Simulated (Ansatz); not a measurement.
# ClF₂HOSn: one species, many methods

The task here is to estimate one member of a computed series from the others.

Method: functionals in def2-TZVPP, the program's frozen cores in correlated methods; program: Ansatz 0.2.0, Gaussian basis.

Levels to be run: LDA (SPW92), PBE-D4, revPBE-D4, BLYP-D4, r2SCAN-D4, B97M-V, PBE0-D4, B3LYP-D4, r2SCANh-D4, r2SCAN0-D4, HSE06-D4, BHLYP-D4, CAM-B3LYP-D4, LC-ωPBE, ωB97X-V, ωB97M-V, B2PLYP, PBE-QIDH; CCSD(T)/def2-SVP; CCSD(T)/def2-TZVPP; MP2/def2-QZVPP; extrapolation to the limit; RPA on PBE.

1 further run of the same task is left out (for a known fault of the program).

## Structure used throughout

An earlier PBE0-D4 in a triple-zeta def2 set relaxation fixed the geometry. Sn takes the def2 core potential; no spin-orbit term is included.

SMILES `[OH][Sn]([F])([F])[Cl]`, 6 atoms, charge 0, spin multiplicity 1.

Atoms are counted from 1 here; the program's logs count them from 0.

Bond lengths: O1–Sn2 1.923 Å, O1–H6 0.962 Å, Sn2–F3 1.884 Å, Sn2–F4 1.892 Å, Sn2–Cl5 2.279 Å. Angles: Sn2–O1–H6 113.6°, O1–Sn2–F3 106.5°, O1–Sn2–F4 110.4°, O1–Sn2–Cl5 114.9°, F3–Sn2–F4 106.2°, F3–Sn2–Cl5 110.3°, F4–Sn2–Cl5 108.2°.

The first run:

in.yaml reads:

```yaml
crystal:
  periodic: [false, false, false]
  atoms:
    - {symbol: O, position_ang: [-0.463970, 0.283943, 1.476328]}
    - {symbol: Sn, position_ang: [0.252438, -0.175662, -0.247544]}
    - {symbol: F, position_ang: [1.982484, -0.856486, 0.056670]}
    - {symbol: F, position_ang: [-0.743292, -1.587067, -1.019748]}
    - {symbol: Cl, position_ang: [0.329429, 1.540625, -1.744409]}
    - {symbol: H, position_ang: [-1.314990, 0.730647, 1.432505]}
basis:
  gaussian: {orbitals: def2-TZVPP}
hamiltonian: {xc: lda}
output: {orbitals: {seedname: orbitals}}
```

Command:

```sh
> ansatz run in.yaml --threads 4 --pin off --events-out ev --progress --plain --max-ram 10444MiB
```

Steps of the session up to this table: LDA; PBE-D4 (GGA); revPBE-D4 (GGA); BLYP-D4 (GGA); r2SCAN-D4 (meta-GGA); B97M-V (meta-GGA); PBE0-D4 (hybrid); B3LYP-D4 (hybrid); r2SCANh-D4 (hybrid); r2SCAN0-D4 (hybrid); HSE06-D4 (hybrid); BHLYP-D4 (hybrid); CAM-B3LYP-D4 (range-separated); LC-ωPBE (range-separated); ωB97X-V (range-separated); ωB97M-V (range-separated); B2PLYP (double hybrid); PBE-QIDH (double hybrid).

One of the session's tables, all rows but one given; the rest of the session is left out.

```
  functional  HOMO (eV)  LUMO (eV)  gap (eV)
 LDA (SPW92)      -8.61      -4.24      4.37
      PBE-D4      -8.38      -3.86      4.52
   revPBE-D4      -8.30      -3.71      4.58
     BLYP-D4      -8.27      -3.83      4.44
   r2SCAN-D4          ?          ?         ?
      B97M-V      -8.88      -3.61      5.27
     PBE0-D4     -10.09      -2.90      7.20
    B3LYP-D4      -9.80      -3.25      6.55
  r2SCANh-D4      -9.46      -3.29      6.17
  r2SCAN0-D4     -10.38      -2.77      7.62
    HSE06-D4      -9.68      -3.27      6.42
    BHLYP-D4     -11.53      -1.93      9.60
CAM-B3LYP-D4     -11.54      -1.91      9.63
     LC-ωPBE     -12.97      -0.53     12.44
     ωB97X-V     -12.57      -0.67     11.90
     ωB97M-V     -12.43      -0.79     11.64
```

Q: Estimate the row for r2SCAN-D4 from the others.

Worked estimate for «HOMO (eV)». Against the share of exact exchange, r2SCANh-D4 (0.1, -9.46), r2SCAN0-D4 (0.25, -10.38) give a slope of -6.13 per unit share; at 0 the line stands at -8.85.

**Answer.** HOMO (eV): -8.82; LUMO (eV): -3.64; gap (eV): 5.17. In «HOMO (eV)» the line misses by -0.03.

Limits of these values: All levels share the lack of spin-orbit coupling, which lowers the free heavy atoms and so the true binding.
